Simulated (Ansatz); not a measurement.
**C3H5NSi: a ladder of functionals and wavefunction methods**

Aim: compute C3H5NSi with functionals from several rungs and with coupled cluster, and see how far each lands from CCSD(T) at the basis-set limit for the atomisation energy.

Computed with Ansatz 0.2.0, Gaussian basis. Level: functionals in def2-TZVPP, the program's frozen cores in correlated methods.

Levels to be run: LDA (SPW92), PBE-D4, revPBE-D4, BLYP-D4, r2SCAN-D4, B97M-V, PBE0-D4, B3LYP-D4, r2SCANh-D4, r2SCAN0-D4, HSE06-D4, BHLYP-D4, CAM-B3LYP-D4, LC-ωPBE, ωB97X-V, ωB97M-V, B2PLYP, PBE-QIDH; CCSD(T)/def2-SVP; CCSD(T)/def2-TZVPP; MP2/def2-QZVPP; extrapolation to the limit; RPA on PBE.

## (1) The relaxed structure

All runs share one geometry, relaxed beforehand with PBE0-D4 in a triple-zeta def2 set.

10 atoms, charge 0, spin multiplicity 1.

Atoms are counted from 1 here; the program's logs count them from 0.

Bond lengths: C1–C2 1.339 Å, C1–N5 1.428 Å, C1–H6 1.086 Å, C2–Si3 1.850 Å, C2–H7 1.081 Å, Si3–C4 1.894 Å, Si3–H8 1.487 Å, Si3–H9 1.487 Å, C4–N5 1.279 Å, C4–H10 1.089 Å. Angles: C2–C1–N5 120.9°, C2–C1–H6 124.7°, N5–C1–H6 114.5°, C1–C2–Si3 105.8°, C1–C2–H7 122.0°, Si3–C2–H7 132.1°, C2–Si3–C4 89.0°, C2–Si3–H8 115.4°, C2–Si3–H9 115.4°, C4–Si3–H8 113.5°, C4–Si3–H9 113.5°, H8–Si3–H9 109.1°, Si3–C4–N5 110.9°, Si3–C4–H10 131.1°, N5–C4–H10 118.0°, C1–N5–C4 113.4°.

Coordinates:

```
C    -1.0459    0.7920   -0.4627
C    -1.1407   -0.3565    0.2198
Si    0.5987   -0.9056    0.5291
C     1.2115    0.6326   -0.3899
N     0.2286    1.3408   -0.8007
H    -1.8928    1.3795   -0.8032
H    -2.0954   -0.7885    0.4854
H     0.9900   -2.1821   -0.1254
H     1.0096   -0.9451    1.9576
H     2.2194    0.9820   -0.6069
```

## (2) LDA

This LDA is Slater exchange with PW92 correlation.

File in.yaml:

```yaml
crystal:
  periodic: [false, false, false]
  atoms:
    - {symbol: C, position_ang: [-1.045896, 0.791968, -0.462732]}
    - {symbol: C, position_ang: [-1.140748, -0.356522, 0.219754]}
    - {symbol: Si, position_ang: [0.598744, -0.905613, 0.529124]}
    - {symbol: C, position_ang: [1.211549, 0.632566, -0.389867]}
    - {symbol: N, position_ang: [0.228552, 1.340757, -0.800723]}
    - {symbol: H, position_ang: [-1.892799, 1.379479, -0.803189]}
    - {symbol: H, position_ang: [-2.095382, -0.788545, 0.485399]}
    - {symbol: H, position_ang: [0.989978, -2.182057, -0.125435]}
    - {symbol: H, position_ang: [1.009597, -0.945107, 1.957602]}
    - {symbol: H, position_ang: [2.219404, 0.981976, -0.606936]}
basis:
  gaussian: {orbitals: def2-TZVPP}
hamiltonian: {xc: lda}
output: {orbitals: {seedname: orbitals}}
```

The run is started by

```sh
ansatz run in.yaml --threads 2 --pin off --events-out ev --progress --plain --max-ram 4352MiB
```

The runs that follow: PBE-D4 (GGA); revPBE-D4 (GGA); BLYP-D4 (GGA); r2SCAN-D4 (meta-GGA); B97M-V (meta-GGA); B3LYP-D4 (hybrid); r2SCANh-D4 (hybrid); r2SCAN0-D4 (hybrid); HSE06-D4 (hybrid); BHLYP-D4 (hybrid); CAM-B3LYP-D4 (range-separated); LC-ωPBE (range-separated); ωB97X-V (range-separated); ωB97M-V (range-separated); B2PLYP (double hybrid); PBE-QIDH (double hybrid); CCSD(T) in def2-SVP; CCSD(T) in def2-TZVPP; MP2 in def2-QZVPP; RPA on PBE orbitals.

**Question.** What will the summary of the whole plan be? Wanted: atomisation energy, CCSD(T)/CBS; farthest beyond LDA; mean size of error, GGA; mean size of error, meta-GGA; mean size of error, hybrid; mean size of error, range-separated; mean size of error, double hybrid; gap, smallest and largest; T1 diagnostic.

As calculated:

| quantity | value |
| --- | --- |
| atomisation energy, CCSD(T)/CBS | 4041.4 kJ/mol |
| functionals within 20.2 kJ/mol (0.5 %) | r2SCAN-D4, B97M-V, B3LYP-D4, r2SCANh-D4, LC-ωPBE, PBE-QIDH |
| farthest beyond LDA | PBE-D4 (+137.3 kJ/mol) |
| mean size of error, GGA | 67.1 kJ/mol |
| mean size of error, meta-GGA | 16.7 kJ/mol |
| mean size of error, hybrid | 50.6 kJ/mol |
| mean size of error, range-separated | 18.2 kJ/mol |
| mean size of error, double hybrid | 19.4 kJ/mol |
| gap, smallest and largest | 2.75 eV (LDA (SPW92)), 10.28 eV (LC-ωPBE) |
| T1 diagnostic | 0.0149 |
| triples share of the correlation energy | 4.8 % |

In words: LDA overbinds by 633.0 kJ/mol (16 %). PBE-D4 is off by +137.3 kJ/mol. Double hybrids carry the basis error of their MP2 part in triple zeta, and no dispersion term here, so their miss is partly the set-up's. The rungs meta-GGA, range-separated, double hybrid miss on average by less than the doubt on the reference (20.2 kJ/mol), so they tie. Misses under about 20.2 kJ/mol are within the doubt on the reference itself, which lacks core-valence correlation, relativity and higher excitations. Hartree-Fock recovers 71 % of the binding; the rest is correlation. CCSD(T) in def2-SVP is off by -215.6 kJ/mol, more than most functionals: a good method in a small basis is no reference. Orbital gaps span 2.7 to 10.3 eV; exact exchange widens them. The restricted reference is unstable towards a spin-broken one.
